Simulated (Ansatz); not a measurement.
# CdIn: the cost of one run

All numbers are computed with Ansatz 0.2.0, driven from Python. Level of theory: DFT r2SCAN, plane waves, PAW.

## 1. Starting point

The structure is hexagonal, space group P-6m2 (No. 187). The conventional cell has a = 3.140 Å, b = 3.140 Å, c = 5.772 Å, α = 90.00°, β = 90.00°, γ = 120.00°. Cd (site symmetry -6m2) is surrounded by 6 Cd at 3.14 Å and 6 In at 3.41 Å. Around In (site symmetry -6m2) lie 6 In at 3.14 Å and 6 Cd at 3.41 Å.

Input file cdin.cif:

```cif
data_CdIn
_cell_length_a 3.140115
_cell_length_b 3.140115
_cell_length_c 5.771848
_cell_angle_alpha 90.00000
_cell_angle_beta 90.00000
_cell_angle_gamma 120.00000
_symmetry_space_group_name_H-M 'P 1'
_symmetry_Int_Tables_number 1
loop_
_symmetry_equiv_pos_as_xyz
'x, y, z'
loop_
_atom_site_label
_atom_site_type_symbol
_atom_site_fract_x
_atom_site_fract_y
_atom_site_fract_z
Cd1 Cd    0.000000    0.000000    0.500000
In2 In    0.666667    0.333333    0.000000
```

## 2. Script

File smear.py:

```python
"""Smearing width test for CdIn."""

import warnings

import ansatz as az
from ase.io import read
import matplotlib.pyplot as plt

warnings.simplefilter("ignore", az.DeckWarning)

atoms = read("cdin.cif")
xtal = az.Crystal.from_ase(atoms)

base = xtal.calculation()
base = base.kpoints(10, 10, 5)
base = base.functional(az.Functional.R2SCAN)
base = base.basis(24 * az.Ha)

rows = []
for value in [0.3, 0.2, 0.1, 0.05]:
    summary = base.occupations("fermi_dirac", width=value).run(threads=1).report
    rows.append((value, summary["free_energy_ev"] / len(summary["lattice"]["sites"]), summary["n_iterations"], summary["n_kpoints"]))

print("  width (eV)   F/atom (eV)    iterations      k-points")
for row in rows:
    print(f"{str(row[0]):>12s}  {row[1]:12.5f}  {row[2]:12d}  {row[3]:12d}")

# the last row is the reference
for row in rows[:-1]:
    shift = 1000 * (row[1] - rows[-1][1])
    print(f"{row[0]}: {shift:+.2f} meV/atom" + ("  (within 2 meV)" if abs(shift) < 2 else ""))
plt.figure(figsize=(4.5, 3))
plt.plot([str(row[0]) for row in rows], [1000 * (row[1] - rows[-1][1]) for row in rows], "o-")
plt.xlabel("width (eV)")
plt.ylabel("F - F(last) (meV/atom)")
plt.tight_layout()
plt.savefig("smear.png", dpi=100)
```

## 3. What the engine is handed

The package turns the script's settings into the engine's input (first run):

```yaml
crystal:
  lattice:
    - [3.140115, 0.0, 0.0]
    - [-1.5700574999999994, 2.719419360804573, 0.0]
    - [0.0, 0.0, 5.771848]
  atoms:
    - { symbol: Cd, position: [0.0, 0.0, 0.5] }
    - { symbol: In, position: [0.6666669999999999, 0.333333, 0.0] }
basis:
  ecutwfc: 653.073269903712
kpoints:
  mp_grid:
    grid: [10, 10, 5]
hamiltonian:
  xc: r2scan
scf:
  occupations:
    method: fermi_dirac
    width: 0.3
```

## 4. Running it

The run is started by

```bash
$ python smear.py
```

What time and memory should one allow on 1 thread of Arm Neoverse N1, shared host?

About 72 s, with a peak of 0.65 GiB.
